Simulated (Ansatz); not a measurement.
# GeC (singlet): wave-function methods side by side at distance Ge1–C2 = 1.715 Å, cc-pVDZ

Aim: climb from Hartree-Fock through coupled cluster for GeC (singlet) at one geometry and basis, and see what each rung misses.

Computed with Ansatz 0.2.0, Gaussian basis. Level: cc-pVDZ, core rule «outside noble gas», up to 15 orbitals frozen.

To be run: UHF; CCSD(T) on RHF; CCSDTQ on RHF; CCSDTQ on UHF; Full CI.

21 further runs of the same task are left out: 2 for a known fault of the program, 19 set aside as unsound or not needed.

**1. The system**

The geometry derives from a PBE0/def2-TZVP stationary point (not a proven minimum). One bond is set to the value named and the two fragments are kept rigid. No spin-orbit coupling is included. The filled d shell of Ge may be among the frozen orbitals whatever the setting's name suggests; the logs give the count.

2 atoms, charge 0, spin multiplicity 1.

Atoms are counted from 1 here; the program's logs count them from 0.

Bond lengths: Ge1–C2 1.715 Å.

**2. UHF**

The input, in.yaml:

```yaml
crystal:
  periodic: [false, false, false]
  atoms:
    - {symbol: Ge, position_ang: [0.000000, 0.000000, 0.000000]}
    - {symbol: C, position_ang: [0.000000, 0.000000, 1.715000]}
basis:
  gaussian: {orbitals: cc-pVDZ}
magnetization: {spin_polarized: true, initial_magnetization: 0}
hamiltonian: {xc: hf}
output: {orbitals: {seedname: orbitals}}
```

Run with:

```sh
> ansatz run in.yaml --threads 1 --pin off --events-out ev --progress --plain --max-ram 4096MiB --backend cpu
```

Further steps of the session: CCSD(T) on RHF; CCSDTQ on RHF; CCSDTQ on UHF; Full CI.

Before running them: what should the planned runs give, taken together? Wanted: FCI below the RHF energy; RMP2 from FCI; RCCSD from FCI; RCCSD(T) from FCI; T1 diagnostic; effectively unpaired electrons.

The runs gave:

| quantity | value |
| --- | --- |
| FCI below the RHF energy | -6.6114 eV |
| RMP2 from FCI | +117.6 kJ/mol |
| RCCSD from FCI | +61.8 kJ/mol |
| RCCSD(T) from FCI | +9.1 kJ/mol |
| levels within 1 kcal/mol (43 meV) | RCCSDTQ |
| T1 diagnostic | 0.067 |
| effectively unpaired electrons | 0.69 |

What this shows: RCCSD(T) misses by +9.1 kJ/mol, 1.4 % of the correlation energy. The occupations show some static correlation. Coupled cluster took another determinant than the lowest Hartree-Fock one. These misses are within one basis, not against nature.
